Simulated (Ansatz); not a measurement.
The system is NaLaMnMoO6.

```
CELL_PARAMETERS angstrom
3.79453 -3.84926 -0.00008
3.79453 3.84926 -0.00008
-0.04604 0.00000 8.22029
ATOMIC_POSITIONS crystal
Na 0.50640 0.49360 0.75000
Na 0.49360 0.50640 0.25000
La 0.01239 0.98761 0.75000
La 0.98761 0.01239 0.25000
Mn 0.00000 0.50000 0.50000
Mn 0.50000 0.00000 0.00000
Mo 0.50000 0.00000 0.50000
Mo 0.00000 0.50000 0.00000
O 0.54302 0.05203 0.73247
O 0.45698 0.94797 0.26753
O 0.27994 0.71875 0.54832
O 0.72006 0.28125 0.45168
O 0.79897 0.79494 0.49934
O 0.20103 0.20506 0.50066
O 0.05203 0.54302 0.23247
O 0.94797 0.45698 0.76753
O 0.79494 0.79897 0.99934
O 0.20506 0.20103 0.00066
O 0.28125 0.72006 0.95168
O 0.71875 0.27994 0.04832
```

The cell was built by a generator and needn't be a form met in nature.

```yaml
Program: Ansatz 0.2.0
Task: single point
Functional: PBE
Potentials_or_basis: Ansatz PAW
Cutoff: "420 eV (not typed: the program's choice for these potentials)"
k_mesh: 5 × 5 × 4
Occupations: fermi-dirac, width 0.05 eV
Spin: collinear spin, ferromagnetic start
Starting_moments: "[0.0, 0.0, 0.0, 0.0, 4.0, 4.0, 1.0, 1.0, 0.0, 0.0, 0.0, 0.0, 0.0, 0.0, 0.0, 0.0, 0.0, 0.0, 0.0, 0.0] μB"
```

On this cell: pressure 0.0 GPa; largest force 0.028 eV/Å; net moment 6.82 μB per cell; site moments Na -0.00; La -0.01; Mn +3.04; Mo -0.18; O +0.06, +0.02 μB; band gap on the k mesh none (metal or under the smearing width).

The same run follows on a disturbed copy (atoms moved at random, drawn with an rms of 0.05 Å):

```xyz
20
Lattice="3.7945 -3.8493 -0.0001 3.7945 3.8493 -0.0001 -0.0460 0.0000 8.2203" Properties=species:S:1:pos:R:3 pbc="T T T"
Na    3.7710   -0.0179    6.1317
Na    3.7455    0.0333    2.0749
La    3.7302    3.7595    6.1470
La    3.7981   -3.7570    2.0838
Mn    1.8822    1.9187    4.0991
Mn    1.8789   -1.9288    0.0207
Mo    1.8550   -1.9374    4.1184
Mo    1.8647    1.9326   -0.0373
O     2.2354   -1.8818    6.0368
O     5.3610    1.9066    2.1992
O     3.8025    1.6543    4.4597
O     3.8023   -1.7372    3.7305
O     6.0055   -0.0086    4.1107
O     1.5447    0.0284    4.1209
O     2.2602    1.9085    1.9488
O     5.2957   -1.8477    6.3098
O     6.0107   -0.0153    8.2944
O     1.5283   -0.0017    0.0476
O     3.7708    1.6788    7.7708
O     3.7823   -1.7003    0.4012
```

Problem. What changes?

Solution. The energy (extrapolated to zero smearing) moves by +8.0 meV/atom; pressure 0.1 GPa; largest force 1.611 eV/Å; net moment 6.85 μB per cell; site moments Na -0.00; La -0.01, -0.00; Mn +2.99, +3.07; Mo -0.19, -0.14; O +0.05, +0.06, +0.01, +0.03, +0.02, +0.07 μB; band gap on the k mesh none (metal or under the smearing width).

Forces in eV/Å, atoms in the order of the input:
```
Na  -0.089 -0.123  0.011
Na   0.066  0.024 -0.020
La   0.165  0.021  0.245
La  -0.133 -0.012 -0.173
Mn  -0.051 -0.010 -0.301
Mn   0.070 -0.044 -0.048
Mo   0.860  0.262 -0.139
Mo   0.583 -0.224  1.485
O   -0.017 -0.071 -0.044
O   -0.058  0.001  0.019
O   -0.789  0.256  0.249
O   -0.220  0.203  0.044
O    0.126 -0.426  0.173
O   -0.078 -0.358  0.235
O   -0.033 -0.092 -0.600
O    0.028 -0.009 -0.207
O   -0.073  0.437 -0.528
O    0.028 -0.051 -0.367
O   -0.385  0.107  0.082
O    0.003  0.112 -0.114
```

Stress tensor (GPa, compression positive):
```
 0.35 -0.10 -0.14
-0.10  0.43 -0.02
-0.14 -0.02 -0.50
```

Caveats: semilocal functionals often make such compounds metallic where correlation or magnetic order opens a gap, which also shifts bond lengths; only a ferromagnetic start was run, and an antiferromagnetic order may lie lower in energy; the starting moments weren't kept.
